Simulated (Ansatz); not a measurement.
**C2H3Cl2Si (SMILES [H]/[C]=C/[SiH](Cl)Cl) at UHF/STO-3G**

What is the vertical ionisation energy of C2H3Cl2Si at UHF/STO-3G? 

The results are computed with Ansatz 0.2.0.

61 further runs of the same task are left out: 61 set aside as unsound or not needed.

### Step 1. The system as given

The species is C2H3Cl2Si (8 atoms), meant as a doublet with charge 0. As SMILES, `[H]/[C]=C/[SiH](Cl)Cl`. The coordinates come from a PBE0-D4/def2-TZVP relaxation. This is one conformer, not always the lowest.

Bond lengths: C1–C2 1.302 Å, C2–Si3 1.849 Å, Si3–Cl4 2.046 Å, Si3–Cl5 2.046 Å, C1–H6 1.081 Å, C2–H7 1.096 Å, Si3–H8 1.473 Å. Angles: C1–C2–Si3 119.3°, C2–Si3–Cl4 109.6°, C2–Si3–Cl5 109.6°, Cl4–Si3–Cl5 108.1°, C1–C2–H7 121.6°, Si3–C2–H7 119.1°, C2–C1–H6 140.4°, C2–Si3–H8 111.7°, Cl4–Si3–H8 108.9°, Cl5–Si3–H8 108.9°.

### Step 2. A single-point energy at UHF/STO-3G

Contents of job.yaml:

```yaml
crystal:
  periodic: [false, false, false]
  atoms:
    - symbol: C
      position_ang: [-0.467200, 1.549800, 0.659300]
    - symbol: C
      position_ang: [-0.193600, 0.279100, 0.737900]
    - symbol: Si
      position_ang: [0.301600, -0.635800, -0.791100]
    - symbol: Cl
      position_ang: [-1.013100, -2.166600, -1.130900]
    - symbol: Cl
      position_ang: [2.164100, -1.443500, -0.534600]
    - symbol: H
      position_ang: [-0.772500, 2.376400, 1.285600]
    - symbol: H
      position_ang: [-0.249600, -0.262100, 1.689000]
    - symbol: H
      position_ang: [0.322500, 0.245600, -1.971100]
basis:
  gaussian: {orbitals: STO-3G}
magnetization: {spin_polarized: true, initial_magnetization: 1}
hamiltonian: {xc: hf}
accuracy: high
output: {orbitals: {seedname: orbitals}}
```

On the command line:

```bash
$ ansatz run job.yaml --threads 1 --pin off --max-ram 3480MiB --events-out events.jsonl --progress --plain --runs-dir runs
```

What it wrote:

```text
Warning: RAYON_NUM_THREADS=1 ignored (pool sized by the plan → 1); use --threads N
Functional definition: HF
  name "HF"
  exchange = exact_x
  correlation = 0
807 factors; integrals over basis functions are off by at most 5.1e-9 eV
mean field evaluation 1: about -34591.7433 eV, gradient 1.6e1 eV
mean field evaluation 2: about -34591.8250 eV, gradient 1.6e1 eV
mean field evaluation 4: about -34594.5431 eV, gradient 2.2e0 eV
mean field evaluation 8: about -34594.7580 eV, gradient 1.1e0 eV
mean field evaluation 16: about -34594.9147 eV, gradient 6.1e-4 eV
mean field -34594.91473663 eV, -1271.3396672958 hartree, gradient 5.2e-8 eV, S^2 1.089667; 0 other end points of the search recorded, 0 dependent functions left out
reference -34594.91473663 eV, -1271.3396672958 hartree; 32, 31 occupied and 8, 9 virtual orbitals, 807 factors
Total energy: -34594.91473663 eV, -1271.3396672958 hartree
```

Wall time 0.88 s (1 thread of Arm Neoverse V1, shared host); peak memory 0.12 GiB.

### Step 3. The singlet cation at the same level

Contents of molecule.yaml:

```yaml
crystal:
  periodic: [false, false, false]
  atoms:
    - symbol: C
      position_ang: [-0.467200, 1.549800, 0.659300]
    - symbol: C
      position_ang: [-0.193600, 0.279100, 0.737900]
    - symbol: Si
      position_ang: [0.301600, -0.635800, -0.791100]
    - symbol: Cl
      position_ang: [-1.013100, -2.166600, -1.130900]
    - symbol: Cl
      position_ang: [2.164100, -1.443500, -0.534600]
    - symbol: H
      position_ang: [-0.772500, 2.376400, 1.285600]
    - symbol: H
      position_ang: [-0.249600, -0.262100, 1.689000]
    - symbol: H
      position_ang: [0.322500, 0.245600, -1.971100]
basis:
  gaussian: {orbitals: STO-3G}
output: {orbitals: {seedname: orbitals}}
hamiltonian: {xc: hf}
total_charge: 1
magnetization: {spin_polarized: false, initial_magnetization: 0}
accuracy: high
```

On the command line:

```bash
$ ansatz run molecule.yaml --threads 1 --pin off --max-ram 3480MiB --events-out events.jsonl --progress --plain --runs-dir runs
```

What it wrote:

```text
Warning: RAYON_NUM_THREADS=1 ignored (pool sized by the plan → 1); use --threads N
[... 4 set-up lines as earlier in the session ...]
807 factors; integrals over basis functions are off by at most 5.1e-9 eV
mean field evaluation 1: about -34582.6373 eV, gradient 2.7e1 eV
mean field evaluation 2: about -34582.6909 eV, gradient 2.7e1 eV
mean field evaluation 4: about -34586.4645 eV, gradient 4.4e0 eV
mean field evaluation 8: about -34586.5850 eV, gradient 2.8e-2 eV
mean field -34586.58160738 eV, -1271.0334304443 hartree, gradient 1.1e-8 eV, S^2 0.000000; 0 other end points of the search recorded, 0 dependent functions left out
reference -34586.58160738 eV, -1271.0334304443 hartree; 31, 31 occupied and 9, 9 virtual orbitals, 807 factors
Total energy: -34586.58160738 eV, -1271.0334304443 hartree
```

It took 0.54 s on 1 thread of Arm Neoverse V1, shared host; peak memory 0.094 GiB.

### Step 4. What came out

At UHF/STO-3G:

| quantity | value |
| --- | --- |
| doublet C2H3Cl2Si: total energy | -1271.33967 Eh |
| doublet C2H3Cl2Si: HOMO energy (highest over α and β) | -9.37 eV |
| doublet C2H3Cl2Si: LUMO energy (lowest over α and β) | 7.00 eV |
| doublet C2H3Cl2Si: ⟨S²⟩ | 1.090 |
| singlet cation: total energy | -1271.03343 Eh |
| singlet cation: HOMO energy | -15.29 eV |
| singlet cation: LUMO energy | -5.80 eV |
| singlet cation: HOMO–LUMO gap | 9.49 eV |
| vertical ionisation energy (to the singlet cation) | 8.333 eV |

What this shows: Removing an electron at fixed nuclei costs 8.33 eV (192 kcal/mol). Only the singlet of the ionised species was computed; a triplet could lie lower. In a minimal basis such a difference can be off by several eV, whatever the method. ⟨S²⟩ (doublet C2H3Cl2Si) is 1.09 where a pure doublet has 0.75: the reference is spin-contaminated.
